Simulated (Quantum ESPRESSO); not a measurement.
SnSe2 in Quantum ESPRESSO: the effect of smearing width

The system is SnSe2, a slab with vacuum.

```xyz
6
Lattice="3.8110 0.0000 0.0000 -1.9055 3.3004 0.0000 0.0000 0.0000 24.2055" Properties=species:S:1:pos:R:3 pbc="T T T"
Se    1.9055    1.1001    7.5000
Sn    0.0000    0.0000    9.0343
Se    0.0000    2.2003   10.5685
Se    1.9055    1.1001   13.6370
Sn    0.0000    0.0000   15.1712
Se    0.0000    2.2003   16.7055
```

Alike in all runs:

* Program: Quantum ESPRESSO 7.5
* Task: work function
* Functional: PBE
* Potentials or basis: PseudoDojo 0.4.1 SR PBE standard
* Cutoff: 1170 eV
* Density cutoff: 4680 eV
* k mesh: 5 × 5 × 1
* Spin: no spin polarisation

```tsv
smearing width	occupations	largest force (eV/Å)
0.01	fermi-dirac, width 0.01 eV	0.80
0.025	fermi-dirac, width 0.025 eV	0.80
0.05	fermi-dirac, width 0.05 eV	0.80
0.1	fermi-dirac, width 0.1 eV	?
0.2	fermi-dirac, width 0.2 eV	0.84
```

Question: What does the run with smearing width 0.1 give?

Answer: Largest force 0.81 eV/Å.

Worked out: A straight line through the other rows of the largest force, of slope 0.225 eV/Å per unit of smearing width, gives 0.82 eV/Å, against the run's 0.81.

Caveats: the cell's inner coordinates are idealised or old, which leaves forces on the atoms.
